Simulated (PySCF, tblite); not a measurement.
**CF3(CH2)2OH: infrared bands, NMR shifts and spin-spin couplings**

Aim: predict the infrared bands, NMR shifts and spin-spin couplings of CF3(CH2)2OH (`OCCC(F)(F)F`).

Programs: tblite 0.8.0 and PySCF 2.14.0, with density-fitted response routines of our own. Each step states its level of theory. These are calculated values for one molecule in the gas phase, unless marked as measured. Atoms are numbered from 0 throughout.

**1. The molecule as given**

12 atoms, charge 0, multiplicity 1; geometry from: GFN2-xTB.

Bonds of the start (Å): O0–C1 1.40, C1–C2 1.54, C2–C3 1.51, C3–F4 1.34, C3–F5 1.34, C3–F6 1.34, O0–H7 0.96, C1–H8 1.10, C1–H9 1.09, C2–H10 1.09, C2–H11 1.09.

**2. Harmonic vibrations with GFN2-xTB**

What the job is given:

```
{"job": {"kind": "ir", "xc": "GFN2-xTB", "basis": "xTB"}, "charge": 0, "multiplicity": 1}
O      2.143938    -0.767321     0.133072
C      1.027228    -0.033913    -0.282980
C     -0.221040    -0.359555     0.556055
C     -1.423774     0.416019     0.066284
F     -2.522268     0.149124     0.789319
F     -1.236926     1.744041     0.137383
F     -1.730136     0.144170    -1.209370
H      2.395814    -0.497284     1.023683
H      1.222667     1.046710    -0.243952
H      0.856045    -0.320941    -1.323406
H     -0.448954    -1.424803     0.487836
H     -0.061395    -0.096931     1.604769
```

**Question.** This job is followed by: GIAO PBE0/pcSseg-1 NMR shielding, non-relativistic, gas phase; B3LYP/pcJ-1 indirect spin-spin coupling, non-relativistic, gas phase. Predict these results of the whole session: strongest single infrared mode (GFN2-xTB); zero-point energy (GFN2-xTB); ¹³C shifts against TMS (PBE0/pcSseg-1); ¹H shifts against TMS (PBE0/pcSseg-1, means over atoms taken as alike); ¹⁷O shifts against H2O (PBE0/pcSseg-1); ¹⁹F shifts against CFCl3 (PBE0/pcSseg-1, means over atoms taken as alike); largest coupling of the table (B3LYP/pcJ-1).

**Answer**, as computed:

| quantity | value |
| --- | --- |
| strongest single infrared mode (GFN2-xTB) | 1058 cm⁻¹, 230 km/mol |
| zero-point energy (GFN2-xTB) | 51.5 kcal/mol |
| ¹³C shifts against TMS (PBE0/pcSseg-1) | 134.1, 62.2, 43.4 ppm |
| ¹H shifts against TMS (PBE0/pcSseg-1, means over atoms taken as alike) | 4.18, 2.29, 0.11 ppm |
| ¹⁷O shifts against H2O (PBE0/pcSseg-1) | 33.0 ppm |
| ¹⁹F shifts against CFCl3 (PBE0/pcSseg-1, means over atoms taken as alike) | -84.3 ppm |
| largest coupling of the table (B3LYP/pcJ-1) | ¹J(C,F) C3–F4, -344.2 Hz |

All 30 modes are real, so the xTB geometry is a minimum. The strongest single mode, at 1058 cm⁻¹, is spread over many atoms; the largest shares are those of C3, F4. Unscaled tight-binding wavenumbers are off by several per cent, some by more. Its intensities can rank the bands wrongly. The most deshielded hydrogen is H8, H9 (mean) (hydrogen on an sp3 CH2 bonded to O), at 4.18 ppm: its carbon carries O, hence the downfield position. At PBE0/pcSseg-1: The largest span, 178 ppm, is at F4, F5, F6, where the paramagnetic term is -218 ppm. Of the pairs tabulated at B3LYP/pcJ-1, C3–F4 (mean over like pairs) couples most strongly (-344.2 Hz; Fermi contact -320.0 Hz). Couplings across rotatable bonds belong to this one conformer; where others are populated, the observed values are averages, and the simulated multiplets take (2 J gauche + J anti)/3 across rotating chain bonds. Density functionals describe couplings to fluorine poorly, F–F couplings above all, so those rows are rough.
